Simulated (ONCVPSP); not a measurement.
**An ONCV potential for O, from input to tests**

Do these settings give a usable potential? It is generated, then checked for transferability, scattering, ghosts and hardness.

The numbers are computed with ONCVPSP 4.0.1.1 (patched build) (PBEsol, scalar-relativistic, spin-unpolarised reference atom).

## 1. Starting point

The settings as typed:

* element: oxygen (O, Z = 8)
* type: optimised norm-conserving Vanderbilt (ONCV)
* frozen core: [He]
* valence charge: 6
* reference configuration: 2s2 2p4
* partial waves: 2s: rc 0.95 bohr, ncon 3, nbas 7, qcut 8 1/bohr, 2 projectors, debl 2.1 Ha; 2p: rc 1.60 bohr, ncon 4, nbas 8, qcut 8.9 1/bohr, 3 projectors, debl 0.8 Ha; d scattering state at 0.25 Ha: rc 1.60 bohr, ncon 4, nbas 7, qcut 6 1/bohr, 2 projectors, debl 2.1 Ha
* local potential: polynomial inside 0.85 bohr (lpopt 3, dvloc0 0 Ha)
* core correction: Teter function, fcfact 5, rcfact 1.7

The nodes and maxima of the atom's own shells, from an earlier all-electron run, set the scale for the radii.

All-electron outer shells of the reference configuration (PBEsol, scalar-relativistic, ld1.x):

```tsv
shell	level (eV)	outermost node (bohr)	outermost maximum (bohr)
1s	-512.77	–	0.13
2s	-23.81	0.28	0.87
2p	-8.97	–	0.82
```

## 2. The generation run

The input, O.dat:

```
# ATOM AND REFERENCE CONFIGURATION
# atsym  z   nc   nv     iexc    psfile
  O 8.00    1    2  -116133      upf
#
#   n    l    f
    1    0    2.00
    2    0    2.00
    2    1    4.00
#
# PSEUDOPOTENTIAL AND OPTIMIZATION
# lmax
    2
#
#   l,   rc,      ep,       ncon, nbas, qcut
    0    0.95    0.00    3    7    8.00
    1    1.60    0.00    4    8    8.90
    2    1.60    0.25    4    7    6.00
#
# LOCAL POTENTIAL
# lloc, lpopt,  rc(5),   dvloc0
    4    3    0.85    0.00
#
# VANDERBILT-KLEINMAN-BYLANDER PROJECTORs
# l, nproj, debl
    0    2    2.10
    1    3    0.80
    2    2    2.10
#
# MODEL CORE CHARGE
# icmod, fcfact, rcfact
    3    5.00    1.70
#
# LOG DERIVATIVE ANALYSIS
# epsh1, epsh2, depsh
   -2.00    5.00    0.02
#
# OUTPUT GRID
# rlmax, drl
    6.00    0.01
#
# TEST CONFIGURATIONS
# ncnf
    4
# nvcnf
#   n    l    f
    2
    2    0    2.00
    2    1    3.00
#
    2
    2    0    2.00
    2    1    2.00
#
    2
    2    0    2.00
    2    1    1.00
#
    2
    2    0    0.00
    2    1    6.00
#
```

Launch:

```
$ oncvpsp.x < O.dat > O.out
```

Before running it: what results should come out? Wanted: cutoffs for 1 and 0.1 mHa per electron, occupied waves; bound ghosts; GHOST(+) flags; largest test error; largest phase difference near zero energy, channels read; rms error of d²Exc/dn², without and with the model core.

The runs gave:

```
                                                quantity                  value
  cutoffs for 1 and 0.1 mHa per electron, occupied waves       29 Ha and 123 Ha
                                            bound ghosts             none found
                                          GHOST(+) flags     none at low energy
                            largest test error (AE − PS)  +982 meV, for 2s2 2p1
largest phase difference near zero energy, channels read              0.000 rad
 rms error of d²Exc/dn², without and with the model core      1.59 and 1.92 mHa
```

What this shows: The worst unpolarised test, 2s2 2p1, is off by 982 meV on 103.5 eV; by total energies transferability rates as poor. That test lies far up in energy; among those under 40 eV, nearer to bonding, the largest error is 39 meV. The potential is of middling hardness: the looser tolerance needs 29 Ha. The tighter tolerance needs 123 Ha, and converged work needs a cutoff nearer that. It is free of bound ghosts as far as tested. Near zero energy the phases of the channels with partial waves agree within 0.001 rad. All of this concerns the isolated atom, not yet a solid.
